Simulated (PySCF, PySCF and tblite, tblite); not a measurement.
# CH4BBrO2: a path driven as rotation about a bond, and NMR exchange

An exercise on one series of results from a longer session: the logs are not shown, and one member is left open.

Computed with tblite 0.8.0 (tight binding) and PySCF 2.14.0 (DFT, with response routines of our own); each step states its level. Atoms count from 0 throughout.

## The starting structure

9 atoms, charge 0, multiplicity 1; geometry from: force field or distance geometry start.

Bonds of the start (Å): B2–Br4 2.00, B2–O3 1.44, C0–H5 1.12, C0–H6 1.11, C0–H7 1.11, C0–O1 1.41, O1–B2 1.48, O3–H8 0.99.

Set-up of the first run:

What the job is given:

```
{"job": {"xc": "GFN2-xTB", "basis": "xTB", "kind": "relax"}, "charge": 0, "multiplicity": 1}
C     -1.245500    -0.320100     0.180400
O     -0.475400    -0.260000    -0.996600
B      0.823400     0.373100    -0.657200
O      1.948700    -0.428900    -0.241300
Br     1.024500     2.354900    -0.853300
H     -1.493900     0.701900     0.563200
H     -2.219800    -0.798900    -0.071400
H     -0.765300    -0.931600     0.977300
H      2.416900    -0.684600    -1.072400
```

Command:

```
> OMP_NUM_THREADS=1 python ens_run.py task.json out
```

This one command runs the whole study; its stages follow in the order run.

Among the steps run: GFN2-xTB relaxation, start minimum; Relaxed scan, rotation; Nudged elastic band, leg 1; Saddle search, leg 1; DFT refinement, start: B3LYP-D3(BJ)/def2-SVP; Shieldings, start: PBE/pcSseg-1; Shieldings, saddle of leg 1: PBE/pcSseg-1; Shieldings, end: PBE/pcSseg-1; The path in numbers; Shieldings, start: PBE/pcSseg-1 in water; Single-point energy, saddle of leg 1: PBE/pcSseg-1 in water; Shieldings, end: PBE/pcSseg-1 in water; Second level: PBE/pcSseg-1 + D3(BJ), IEF-PCM water; Shieldings, start: OPBE/pcSseg-1; Single-point energy, saddle of leg 1: OPBE/pcSseg-1; Shieldings, end: OPBE/pcSseg-1; Second level: OPBE/pcSseg-1 + D3(BJ).

One table of the session follows, with a row left open; its other results are not shown here.

Barriers by level (kcal/mol; entropies in cal/(mol K)). Zero-point and thermal terms come from xTB in every row. ΔG‡ leaves symmetry out; the rate counts equivalent paths (a factor of 2); effective ΔG‡, where given, is the barrier that would give that rate by Eyring's equation alone:

| level | ΔE‡ | with zero-point | ΔH‡ | ΔG‡ (298 K) | ΔE of reaction |
| --- | --- | --- | --- | --- | --- |
| GFN2-xTB | 8.34 | 7.25 | 7.16 | 7.32 | 2.16 |
| B3LYP-D3(BJ)/def2-SVP | 8.24 | 7.15 | 7.06 | 7.22 | 0.11 |
| PBE/pcSseg-1 + D3(BJ) | ? | ? | ? | ? | ? |
| OPBE/pcSseg-1 + D3(BJ) | 8.54 | 7.45 | 7.36 | 7.52 | -0.16 |

Q: Estimate the row for PBE/pcSseg-1 + D3(BJ) from the others.

The run gave: ΔE‡: 8.44; with zero-point: 7.35; ΔH‡: 7.26; ΔG‡ (298 K): 7.42; ΔE of reaction: 0.13. In the column «ΔE‡» it lies between GFN2-xTB (8.34) and OPBE/pcSseg-1 + D3(BJ) (8.54).
